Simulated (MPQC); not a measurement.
**BeH2 (beryllium dihydride): levels of theory compared**

We compute a comparison of 6 runs (HF/STO-3G, HF/3-21G, HF/def2-SVP, B3LYP/6-31G*, PBE0/def2-SVP, SVWN5/6-31+G*) of BeH2 (beryllium dihydride). 

The results are computed with MPQC 2.3.1.

6 further runs of the same task are left out: 3 that didn't finish, 3 set aside as unsound or not needed.

## 1. The structure to begin with

BeH2 has 3 atoms, charge 0, and is taken as a singlet. As SMILES, `[BeH2]`. The shape comes from GFN2-xTB, which is rough for such elements, and wasn't checked as a minimum.

Bond lengths: Be1–H2 1.279 Å, Be1–H3 1.280 Å. Angles: H2–Be1–H3 179.9°.

## 2. Energy and gradient at HF/STO-3G (run 1)

Input file job.in:

```
molecule<Molecule>: (
   symmetry = c1
   unit = angstrom
   { atoms geometry } = {
      Be [ 0.000610      -0.000320       0.000290 ]
      H  [ 0.710620       0.942160       0.493580 ]
      H  [ -0.711220      -0.941840      -0.493870 ]
   }
)
basis<GaussianBasisSet>: (
   name = "STO-3G"
   molecule = $:molecule
   basisdir = "."
   puream = yes
)
mpqc: (
   checkpoint = no
   savestate = no
   restart = no
   do_energy = yes
   do_gradient = yes
   optimize = no
   mole<CLHF>: (
      molecule = $:molecule
      basis = $:basis
      total_charge = 0
      memory = 1000000000
      print_evals = yes
      print_npa = yes
      maxiter = 120
      value_accuracy = 1e-08
      guess_wavefunction<CLHF>: (
         molecule = $:molecule
         total_charge = 0
         memory = 1000000000
         value_accuracy = 1e-3
         basis<GaussianBasisSet>: (
            name = "STO-3G"
            molecule = $:molecule
         )
      )
   )
)
```

The basis set STO-3G is read from a file made from the Basis Set Exchange's data (not shown).

On the command line:

```console
mpqc job.in > job.out
```

The program printed:

```text
MPQC: Massively Parallel Quantum Chemistry
[...]
  LUMO is     4   A =   0.210432
  total scf energy =  -15.5612438463
[...]
Value of the MolecularEnergy:  -15.5612438463
  Gradient of the MolecularEnergy:
      1    0.0002225571
      2    0.0001698084
      3    0.0001399465
      4   -0.0029697947
      5   -0.0038727466
      6   -0.0020551982
      7    0.0027472377
      8    0.0037029382
      9    0.0019152518
  Function Parameters:
    value_accuracy    = 1.513086e-10 (1.000000e-08) (computed)
[...]
      symmetry = c1
[...]
```

Run time: 0.1 s. Hardware: 1 thread of Arm Neoverse V2, shared host.

## 3. Energy and gradient at HF/3-21G (run 2)

Input file mol.in:

```
molecule<Molecule>: (
   symmetry = c1
   unit = bohr
   { atoms geometry } = {
      Be [ 0.00115273    -0.00060471     0.00054802 ]
      H  [ 1.34287718     1.78042437     0.93273102 ]
      H  [ -1.34401101    -1.77981965    -0.93327904 ]
   }
)
basis<GaussianBasisSet>: (
   name = "3-21G"
   molecule = $:molecule
   basisdir = "."
   puream = yes
)
mpqc: (
   checkpoint = no
   savestate = no
   restart = no
   do_energy = yes
   do_gradient = yes
   optimize = no
   mole<CLHF>: (
      molecule = $:molecule
      basis = $:basis
      total_charge = 0
      memory = 1000000000
      print_evals = yes
      print_npa = yes
      maxiter = 120
      value_accuracy = 1e-08
      guess_wavefunction<CLHF>: (
         molecule = $:molecule
         total_charge = 0
         memory = 1000000000
         value_accuracy = 1e-3
         basis<GaussianBasisSet>: (
            name = "3-21G"
            molecule = $:molecule
         )
      )
   )
)
```

The basis set 3-21G is read from a file made from the Basis Set Exchange's data (not shown).

On the command line:

```console
mpqc mol.in > mol.out
```

The program printed:

```text
MPQC: Massively Parallel Quantum Chemistry
[...]
  LUMO is     4   A =   0.083398
  total scf energy =  -15.6714956756
[...]
Value of the MolecularEnergy:  -15.6714956756
  Gradient of the MolecularEnergy:
      1    0.0001791181
      2    0.0001546157
      3    0.0001147291
      4   -0.0117913597
      5   -0.0155828634
      6   -0.0081841366
      7    0.0116122416
      8    0.0154282477
      9    0.0080694075
  Function Parameters:
    value_accuracy    = 2.908388e-09 (1.000000e-08) (computed)
[...]
      symmetry = c1
[...]
```

It took 0.1 s on 1 thread of Arm Neoverse V2, shared host.

Runs 3 to 5 aren't shown in full; the table further down has their settings and results.

## 4. Energy and forces at SVWN5/6-31+G(d) (spherical functions) (run 6)

Input file run.in:

```
% BeH2
molecule<Molecule>: (
   symmetry = c1
   unit = bohr
   { atoms geometry } = {
      Be [ 0.00115273 -0.00060471 0.00054802 ]
      H  [ 1.34287718 1.78042437 0.93273102 ]
      H  [ -1.34401101 -1.77981965 -0.93327904 ]
   }
)
basis<GaussianBasisSet>: (
   name = "6-31+G*"
   molecule = $:molecule
   basisdir = "."
   puream = yes
)
mpqc: (
   checkpoint = no
   savestate = no
   restart = no
   do_energy = yes
   do_gradient = yes
   optimize = no
   mole<CLKS>: (
      molecule = $:molecule
      basis = $:basis
      total_charge = 0
      memory = 1000000000
      print_evals = yes
      print_npa = yes
      maxiter = 120
      value_accuracy = 1e-08
      functional<StdDenFunctional>: ( name = "SVWN5" )
      integrator<RadialAngularIntegrator>: ( grid = xfine )
      guess_wavefunction<CLHF>: (
         molecule = $:molecule
         total_charge = 0
         memory = 1000000000
         value_accuracy = 1e-3
         basis<GaussianBasisSet>: (
            name = "MINI (Huzinaga)"
            molecule = $:molecule
         )
      )
   )
)
```

The basis set 6-31+G* is read from a file made from the Basis Set Exchange's data (not shown).

On the command line:

```console
mpqc run.in > run.out
```

The program printed:

```text
MPQC: Massively Parallel Quantum Chemistry
[...]
  Integrated electron density error = -0.000965067008
  iter     1 energy =  -15.4930714201 delta = 1.52028e-01
  Integrated electron density error = -0.000030607845
  iter     2 energy =  -15.6252382990 delta = 7.96622e-02
[...]
  Integrated electron density error = 0.000000047218
  iter     8 energy =  -15.6484190069 delta = 2.70877e-07
  Integrated electron density error = 0.000000047218
  iter     9 energy =  -15.6484190069 delta = 8.17707e-08
  Integrated electron density error = 0.000000047252
  iter    10 energy =  -15.6484190069 delta = 1.54059e-08
[...]
  LUMO is     4   A =  -0.062180
  total scf energy =  -15.6484190069
[...]
  Integrated electron density error = -0.000000012122
  Total Gradient:
[...]
Value of the MolecularEnergy:  -15.6484190069
  Gradient of the MolecularEnergy:
      1    0.0001576974
      2    0.0001593417
      3    0.0001037216
      4   -0.0130141313
      5   -0.0172194941
      6   -0.0090351867
      7    0.0128564339
      8    0.0170601525
      9    0.0089314651
  Closed Shell Kohn-Sham (CLKS) Parameters:
    Function Parameters:
[...]
        symmetry = c1
[...]
```

Run time: 1.2 s. Hardware: 1 thread of Arm Neoverse V2, shared host.

## 5. All runs side by side

| run | level | starting guess | integration grid | energy (Eh) | HOMO energy (eV) | LUMO energy (eV) | HOMO–LUMO gap (eV) | wall time |
| --- | --- | --- | --- | --- | --- | --- | --- | --- |
| 1 | HF/STO-3G | STO-3G | – | -15.561244 | -11.76 | 5.73 | 17.49 | 0.1 s |
| 2 | HF/3-21G | 3-21G | – | -15.671496 | -12.39 | 2.27 | 14.66 | 0.1 s |
| 3 | HF/def2-SVP | huckel STO-3G | – | -15.751522 | -12.41 | 1.91 | 14.33 | 0.14 s |
| 4 | B3LYP/6-31G* (spherical functions) | huckel STO-3G | xfine | -15.915508 | -8.64 | -0.64 | 8.00 | 1.4 s |
| 5 | PBE0/def2-SVP | huckel STO-3G | xfine | -15.853180 | -8.94 | -0.73 | 8.21 | 1.8 s |
| 6 | SVWN5/6-31+G* (spherical functions) | MINI (Huzinaga) | xfine | -15.648419 | -7.49 | -1.69 | 5.80 | 1.2 s |

## 6. What came out

| quantity | value |
| --- | --- |
| run 6: total energy | -15.64842 Eh |
| run 6: HOMO energy | -7.49 eV |
| run 6: LUMO energy | -1.69 eV |
| run 6: HOMO–LUMO gap | 5.80 eV |
| run 6: largest force on an atom | 1.203 eV/Å |

In words: The HOMO–LUMO gap runs from 5.80 eV (SVWN5/6-31+G*) to 17.49 eV (HF/STO-3G). The two ends differ in method and basis. Totals of different functionals can't be ranked against each other. In run 1 the basis is minimal, so the values are rough. All runs together took 4.7 s, the longest 1.8 s.
